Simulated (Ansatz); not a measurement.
# AlH₃O₃ + H₂: a complex and its separated parts

The complex below is one end of an elementary step. How strongly is it bound against its free parts?

The runs use Ansatz 0.2.0, Gaussian basis; PBE0-D4/def2-TZVP structures, single points in def2-TZVPP, no counterpoise correction.

Levels: SPW92, PBE-D4, BLYP-D4, r2SCAN-D4, B97M-V, PBE0-D4, B3LYP-D4, r2SCAN0-D4, BHLYP-D4, CAM-B3LYP-D4, wB97X-V, wB97M-V, B2PLYP, PBE-QIDH, RPA on PBE, Hartree-Fock, MP2, CCSD, CCSD(T).

Cores are frozen in the correlated methods. B3LYP uses VWN-RPA correlation. B2PLYP carries no dispersion term here.

94 further runs of the same task are left out: 94 set aside as unsound or not needed. Runs told in other sessions of the task aren't counted.

**1. The system as given**

The complex: 9 atoms, charge 0, spin multiplicity 1.

Atoms are counted from 1 here; the program's logs count them from 0.

Bond lengths: Al1–O3 1.691 Å, Al1–O4 1.697 Å, Al1–O6 1.688 Å, H2–H5 0.752 Å, O3–H7 0.954 Å, O4–H8 0.954 Å, O6–H9 0.955 Å. Angles: O3–Al1–O4 124.9°, O3–Al1–O6 116.1°, O4–Al1–O6 118.6°, Al1–O3–H7 124.5°, Al1–O4–H8 125.0°, Al1–O6–H9 121.5°.

Coordinates:

| atom | x (Å) | y (Å) | z (Å) |
| --- | --- | --- | --- |
| Al1 | -0.00069 | 0.47915 | 0.13276 |
| H2 | 1.01639 | -1.57286 | -0.58183 |
| O3 | 0.32630 | 1.03604 | -1.42996 |
| O4 | -1.49654 | -0.12763 | 0.65502 |
| H5 | 0.42145 | -1.84156 | -0.20787 |
| O6 | 1.21854 | 0.71608 | 1.27620 |
| H7 | -0.29266 | 1.00501 | -2.15503 |
| H8 | -2.27855 | -0.19810 | 0.11277 |
| H9 | 1.08566 | 0.50376 | 2.19795 |

Its parts: AlH₃O₃ holds atoms 1, 3, 4, 6, 7, 8, 9; H₂ holds atoms 2, 5. Each part counts its atoms afresh in its own runs.

**2. Relaxing AlH₃O₃ alone**

The input, relax-a/in.yaml:

```yaml
crystal:
  periodic: [false, false, false]
  atoms:
    - {symbol: Al, position_ang: [-0.000690, 0.479152, 0.132759]}
    - {symbol: O, position_ang: [0.326301, 1.036037, -1.429961]}
    - {symbol: O, position_ang: [-1.496542, -0.127629, 0.655020]}
    - {symbol: O, position_ang: [1.218537, 0.716084, 1.276196]}
    - {symbol: H, position_ang: [-0.292656, 1.005012, -2.155031]}
    - {symbol: H, position_ang: [-2.278552, -0.198103, 0.112773]}
    - {symbol: H, position_ang: [1.085659, 0.503760, 2.197947]}
basis:
  gaussian: {orbitals: def2-TZVP}
hamiltonian: {xc: pbe0, dispersion: d4}
relax: {f_tol: 0.005, max_steps: 200}
```

The run is started by

```
ansatz run in.yaml --threads 4 --pin off --events-out ev --progress --plain --max-ram 9574MiB
```

The runs that follow: Relaxing H₂ alone; SPW92/def2-TZVPP; PBE-D4/def2-TZVPP; BLYP-D4/def2-TZVPP; r2SCAN-D4/def2-TZVPP; B97M-V/def2-TZVPP; PBE0-D4/def2-TZVPP; B3LYP-D4/def2-TZVPP; r2SCAN0-D4/def2-TZVPP; BHLYP-D4/def2-TZVPP; CAM-B3LYP-D4/def2-TZVPP; wB97X-V/def2-TZVPP; wB97M-V/def2-TZVPP; B2PLYP/def2-TZVPP; PBE-QIDH/def2-TZVPP; RPA on PBE/def2-TZVPP; CCSD(T)/def2-TZVPP; Vibrations of AlH₃O₃; Vibrations of H₂.

**Question.** What will these runs give? Wanted: complex less parts, CCSD(T)/def2-TZVPP; with zero-point energy; largest T1 diagnostic.

**Answer**, as computed:

| quantity | value |
| --- | --- |
| complex less parts, CCSD(T)/def2-TZVPP | -0.053 eV |
| with zero-point energy | +0.023 eV |
| largest T1 diagnostic | 0.012 |

At CCSD(T) the complex lies 0.053 eV below its parts. The functionals run from B3LYP-D4, off by 0.000 eV, to SPW92, off by -0.150 eV, against CCSD(T). Mean unsigned error by rung: LDA 0.150, GGA 0.028, meta-GGA 0.018, hybrid 0.024, range-separated hybrid 0.025, double hybrid 0.023 eV. The double hybrids carry no dispersion term here, unlike the levels marked D4 or V. PBE-D4 gives a relative energy 0.036 eV too low, an error of 68 % of the reference. No counterpoise was applied, and triple zeta lacks some correlation, so the CCSD(T) reference has a basis error of its own, and close matches with it are partly luck.
